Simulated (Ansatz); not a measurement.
# ZnO2: the cost of one run

Computed with Ansatz 0.2.0 (DFT PBEsol, scalar-relativistic, plane waves, PAW, unless a step's input says otherwise).

## 1. The starting structure

Symmetry: Pa-3, No. 205, cubic system. Conventional cell: a = 4.869 Å, b = 4.869 Å, c = 4.869 Å, α = 90.00°, β = 90.00°, γ = 90.00°. Around Zn (site symmetry -3) lie 6 O at 2.10 Å. O (site symmetry 3) has 1 O at 1.48 Å and 3 Zn at 2.10 Å in its first shell of neighbours.

As a file:

```xyz
12
Lattice="4.8688 0.0000 0.0000 0.0000 4.8688 0.0000 0.0000 0.0000 4.8688" Properties=species:S:1:pos:R:3 pbc="T T T"
Zn    0.0000    2.4344    2.4344
Zn    2.4344    2.4344    0.0000
Zn    2.4344    0.0000    2.4344
Zn    0.0000    0.0000    0.0000
O     2.0083    0.4261    4.4427
O     0.4261    4.4427    2.0083
O     4.4427    2.0083    0.4261
O     2.8605    2.8605    2.8605
O     2.0083    2.0083    2.0083
O     0.4261    2.8605    4.4427
O     4.4427    0.4261    2.8605
O     2.8605    4.4427    0.4261
```

It goes back to an entry of the Materials Project, which need not be the stable form.

It is the result of an earlier relaxation at this level (volume 9.62 Å³/atom; gap on the mesh: 2.23 eV).

## 2. Zero of the scan

input.yaml

```yaml
crystal:
  lattice:
    - [4.8687926729, 0.0, 0.0]
    - [0.0, 4.8687926729, 0.0]
    - [0.0, 0.0, 4.8687926729]
  atoms:
    - { symbol: Zn, position: [0.0, 0.5, 0.5] }
    - { symbol: Zn, position: [0.5, 0.5, 0.0] }
    - { symbol: Zn, position: [0.5, 0.0, 0.5] }
    - { symbol: Zn, position: [0.0, 0.0, 0.0] }
    - { symbol: O, position: [0.4124792396, 0.0875207604, 0.9124792396] }
    - { symbol: O, position: [0.0875207604, 0.9124792396, 0.4124792396] }
    - { symbol: O, position: [0.9124792396, 0.4124792396, 0.0875207604] }
    - { symbol: O, position: [0.5875207604, 0.5875207604, 0.5875207604] }
    - { symbol: O, position: [0.4124792396, 0.4124792396, 0.4124792396] }
    - { symbol: O, position: [0.0875207604, 0.5875207604, 0.9124792396] }
    - { symbol: O, position: [0.9124792396, 0.0875207604, 0.5875207604] }
    - { symbol: O, position: [0.5875207604, 0.9124792396, 0.0875207604] }
basis:
  ecutwfc: 420
kpoints:
  mp_grid: { grid: [6, 6, 6] }
hamiltonian:
  xc: pbesol
scf:
  occupations: { method: gaussian, width: 0.05 }
output:
  forces: true
  stress: true
  eigenvalues: true
  write_density: true
  write_potential: true
  elf: true
  volumetric_format: npy
```

Command:

```console
$ ansatz run input.yaml --threads 2 --pin off --max-ram 5120MiB --backend cpu --events-out ev --progress --plain --runs-dir out
```

Q: Estimate wall time and peak memory on 2 threads of Arm Neoverse V1, shared host.

About 8.2 s, with a peak of 0.46 GiB.
